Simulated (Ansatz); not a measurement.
# HSe radical (SMILES [SeH]): functionals against CCSD(T) at one geometry

The task here is to estimate one member of a computed series from the others.

The runs use Ansatz 0.2.0, Gaussian basis; single points in def2-TZVPP.

Cores are frozen in the correlated methods. Filled d shells of the heavier atoms are correlated. Orbitals are unrestricted.

## Where the work starts

SMILES `[SeH]`, 2 atoms, charge 0, spin multiplicity 2.

Atoms are counted from 1 here; the program's logs count them from 0.

Bond lengths: Se1–H2 1.453 Å.

Geometry (Å):

```tsv
atom	x (Å)	y (Å)	z (Å)
Se1	-0.6539	0.2713	-0.3279
H2	0.5357	-0.2195	0.3472
```

The first run:

Input file run/in.yaml:

```yaml
crystal:
  periodic: [false, false, false]
  atoms:
    - {symbol: Se, position_ang: [-0.653900, 0.271300, -0.327900]}
    - {symbol: H, position_ang: [0.535700, -0.219500, 0.347200]}
basis:
  gaussian: {orbitals: def2-TZVPP}
magnetization: {spin_polarized: true, initial_magnetization: 1}
correlation: {method: ccsd_t}
scf: {omitted_lower_state_checks: [cluster_reference]}
output: {forces: true}
```

The command line of these runs was not kept.

Among the steps run: CCSD(T)/def2-TZVPP; PBE0-D4/def2-TZVPP; wB97M-V/def2-TZVPP; r2SCAN-D4/def2-TZVPP; PBE-D4/def2-TZVPP; r2SCANh-D4/def2-TZVPP; r2SCAN0-D4/def2-TZVPP.

One table of the session follows, with a row left open; its other results are not shown here.

| method | RMS force component (eV/Å) | dipole (D) |
| --- | --- | --- |
| CCSD(T) | 0.169 | 0.59 |
| PBE0-D4 | 0.230 | 0.60 |
| wB97M-V | 0.165 | 0.57 |
| r2SCAN-D4 | 0.215 | 0.61 |
| PBE-D4 | 0.387 | 0.55 |
| r2SCANh-D4 | 0.177 | 0.61 |
| r2SCAN0-D4 | ? | ? |

Q: Estimate the row for r2SCAN0-D4 from the others.

Worked estimate for «RMS force component (eV/Å)». Against the share of exact exchange, r2SCAN-D4 (0, 0.215), r2SCANh-D4 (0.1, 0.177) give a slope of -0.380 per unit share; at 0.25 the line stands at 0.120.

As computed: RMS force component (eV/Å): 0.122; dipole (D): 0.62. In «RMS force component (eV/Å)» the line misses by -0.002.
